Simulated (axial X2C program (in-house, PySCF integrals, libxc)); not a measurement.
# HfO⁻: EOM-EA-CCSD levels

Aim: EOM-EA-CCSD levels of HfO⁻, with spin–orbit coupling in the Hamiltonian from the start.

Method: two-component X2C with atomic mean-field terms, Hf dyall-acv3z, O dyall-av3z; program: an in-house X2C program for linear molecules on PySCF integrals.

All values are calculated.

## (1) Set-up

The input, task.json:

```json
{"zs": [72, 8], "q": -1, "bas": ["dyall-acv3z", "dyall-av3z"], "r0": 1.85, "eom": "ea", "thr": -2.0, "nmax": 92, "grid": [1, 0.96, 1.045, 0.92, 1.09, 1.15], "rq": 0}
```

Keys: zs atomic numbers; q charge; bas basis sets; r0 starting distance in Å; eom kind of EOM run; thr threshold in hartree for freezing inner shells (an s shell follows its p shell); nmax most natural virtual spinors; grid distances as factors.

Launch:

```bash
> python soeom.py task.json out
```

Further steps of the session: EOM-EA-CCSD at 1.713 Å.

What does the calculation give? Wanted: next root led by one particle; T1 of the reference; lowest state, Re and ωe.

As calculated:

```
                     quantity                            value
       lowest root at 1.713 Å                Ω = 1/2, 0.310 eV
next root led by one particle  Ω = 3/2, about 1250 cm⁻¹ higher
          T1 of the reference                            0.024
      lowest state, Re and ωe                1.756 Å, 908 cm⁻¹
```

In words: The added electron is bound by 0.31 eV in a spinor of 72% Hf pπ, 18% Hf dπ, 7% O pπ. Errors of 0.1 to 0.3 eV are usual at this size, and roots led by higher excitations are left out, so the list is incomplete, and low states of that kind can be missing. The bond is 0.030 Å longer than in the closed-shell reference at CCSD (1.726 Å).
